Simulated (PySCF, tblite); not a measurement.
# C6H14P2S: infrared bands and NMR shifts

Aim: predict the infrared bands and NMR shifts of C6H14P2S (`CP(C)P1CCSCC1`).

The runs use tblite 0.8.0 and PySCF 2.14.0, with density-fitted response routines of our own; the level of theory stands in each step. All values are computed, except where a source is named. Atoms count from 0, in the outputs and in this text.

### 1 The molecule as given

23 atoms, charge 0, multiplicity 1; geometry from: GFN2-xTB.

Bonds of the start (Å): C0–P1 1.85, P1–C2 1.85, P1–P3 2.20, P3–C4 1.87, C4–C5 1.52, C5–S6 1.82, S6–C7 1.82, C7–C8 1.52, C8–P3 1.87, C0–H9 1.09, C0–H10 1.09, C0–H11 1.09, C2–H12 1.09, C2–H13 1.09, C2–H14 1.09, C4–H15 1.09, C4–H16 1.09, C5–H17 1.09, C5–H18 1.09, C7–H19 1.09, C7–H20 1.09, C8–H21 1.09, C8–H22 1.09.

### 2 Vibrational analysis with GFN2-xTB

The job: settings as JSON, then the geometry in Å.

```
{"job": {"kind": "ir", "xc": "GFN2-xTB", "basis": "xTB"}, "charge": 0, "multiplicity": 1}
C      2.542576     1.511584     0.303195
P      1.733350    -0.116441     0.669840
C      2.685344    -1.151502    -0.539481
P     -0.057022     0.178161    -0.566439
C     -1.016517     1.199745     0.669386
C     -2.498201     1.211808     0.334019
S     -3.292515    -0.390225     0.673233
C     -2.355334    -1.418924    -0.499984
C     -0.872304    -1.456330    -0.172566
H      3.569065     1.477527     0.665230
H      2.017962     2.305614     0.831244
H      2.540825     1.722753    -0.765067
H      2.668546    -0.712781    -1.536012
H      2.258394    -2.151936    -0.575953
H      3.715174    -1.229151    -0.194089
H     -0.632925     2.224106     0.624785
H     -0.860694     0.812580     1.680948
H     -3.035663     1.929430     0.954876
H     -2.666988     1.453035    -0.717833
H     -2.800217    -2.411527    -0.421404
H     -2.532310    -1.027390    -1.504286
H     -0.723596    -1.707733     0.881983
H     -0.391701    -2.225420    -0.785546
```

**Question.** This job is followed by: GIAO PBE0/pcSseg-1 NMR shielding, non-relativistic, gas phase. What will the session give for the following? strongest single infrared mode (GFN2-xTB); zero-point energy (GFN2-xTB); 13C shifts against TMS (PBE0/pcSseg-1, means over atoms taken as alike); 1H shifts against TMS (PBE0/pcSseg-1, means over atoms taken as alike); 31P shifts against H3PO4 (PBE0/pcSseg-1); 33S shifts against CS2 (PBE0/pcSseg-1).

The runs gave:

| quantity | value |
| --- | --- |
| strongest single infrared mode (GFN2-xTB) | 867 cm⁻¹, 35 km/mol |
| zero-point energy (GFN2-xTB) | 117.1 kcal/mol |
| 13C shifts against TMS (PBE0/pcSseg-1, means over atoms taken as alike) | 35.1, 29.8, 13.5 ppm |
| 1H shifts against TMS (PBE0/pcSseg-1, means over atoms taken as alike) | 2.83, 1.91, 1.07 ppm |
| 31P shifts against H3PO4 (PBE0/pcSseg-1) | -54.6, -66.7 ppm |
| 33S shifts against CS2 (PBE0/pcSseg-1) | 24 ppm |

In words: All 63 modes are real, so the xTB geometry is a minimum. Unscaled tight-binding wavenumbers are off by several per cent, some by more. Its intensities can rank the bands wrongly. At PBE0/pcSseg-1: The largest span, 243 ppm, is at S6, where the paramagnetic term is -575 ppm.
